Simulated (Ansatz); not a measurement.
# In3GaAs2: the cost of one run

Computed with Ansatz 0.2.0 (DFT PBE, scalar-relativistic, plane waves, PAW, unless a step's input says otherwise).

**1. The system as given**

It takes space group P6/mmm (No. 191, hexagonal). The conventional cell has a = 6.870 Å, b = 6.870 Å, c = 4.172 Å, α = 90.00°, β = 90.00°, γ = 120.00°. In (site symmetry mmm) is surrounded by 4 As at 2.88 Å. Ga (site symmetry 6/mmm) is surrounded by 6 As at 3.97 Å and 12 In at 4.02 Å and 2 Ga at 4.17 Å. Around As (site symmetry -6m2) lie 6 In at 2.88 Å and 3 Ga at 3.97 Å.

As a file:

```
In Ga As
1.0
     6.87035    0.00000    0.00000
    -3.43518    5.94990    0.00000
     0.00000    0.00000    4.17239
In Ga As
3 1 2
Direct
  0.00000 0.50000 0.00000
  0.50000 0.00000 0.00000
  0.50000 0.50000 0.00000
  0.00000 0.00000 0.50000
  0.33333 0.66667 0.50000
  0.66667 0.33333 0.50000
```

The cell was relaxed beforehand at this level, from a database cell with other species swapped in; it is a trial structure. At a tolerance of 0.05 Å it has space group P6/mmm (No. 191); it has 28.43 Å³/atom, an uncorrected energy of +0.21 eV/atom over the elements.

**2. Electronic structure at the relaxed geometry**

The input, input.yaml:

```yaml
crystal:
  lattice:
    - [6.8703513387, 0.0, 0.0]
    - [-3.4351756694, 5.9498987923, 0.0]
    - [0.0, 0.0, 4.172388178]
  atoms:
    - { symbol: In, position: [0.0, 0.5, 0.0] }
    - { symbol: In, position: [0.5, 0.0, 0.0] }
    - { symbol: In, position: [0.5, 0.5, 0.0] }
    - { symbol: Ga, position: [0.0, 0.0, 0.5] }
    - { symbol: As, position: [0.3333333333, 0.6666666667, 0.5] }
    - { symbol: As, position: [0.6666666667, 0.3333333333, 0.5] }
basis:
  ecutwfc: 420
kpoints:
  mp_grid: { grid: [6, 6, 10] }
  band_path:
    path:
      - [[0.0, 0.0, 0.0], [0.5, 0.0, 0.0], [0.33333333, 0.33333333, 0.0], [0.0, 0.0, 0.0], [0.0, 0.0, 0.5], [0.5, 0.0, 0.5], [0.33333333, 0.33333333, 0.5], [0.0, 0.0, 0.5]]
      - [[0.5, 0.0, 0.5], [0.5, 0.0, 0.0]]
      - [[0.33333333, 0.33333333, 0.5], [0.33333333, 0.33333333, 0.0]]
    npoints: 14
hamiltonian:
  xc: pbe
scf:
  occupations: { method: gaussian, width: 0.1 }
  n_extra_bands: 15
output:
  forces: true
  stress: true
  eigenvalues: true
  populations: true
  dos: { projected: true, de: 0.02, nscf_kmesh: { grid: [8, 8, 12] } }
  bader: true
  write_density: true
  write_potential: true
  elf: true
  volumetric_format: npy
```

Launch:

```sh
> ansatz run input.yaml --threads 1 --pin off --max-ram 2560MiB --backend cpu --events-out ev --progress --plain --runs-dir out
```

**Question.** How long does this run take on 1 thread of AMD EPYC (Zen 3), shared host, and how much memory does it need?

About 3 min, with a peak of 0.94 GiB.
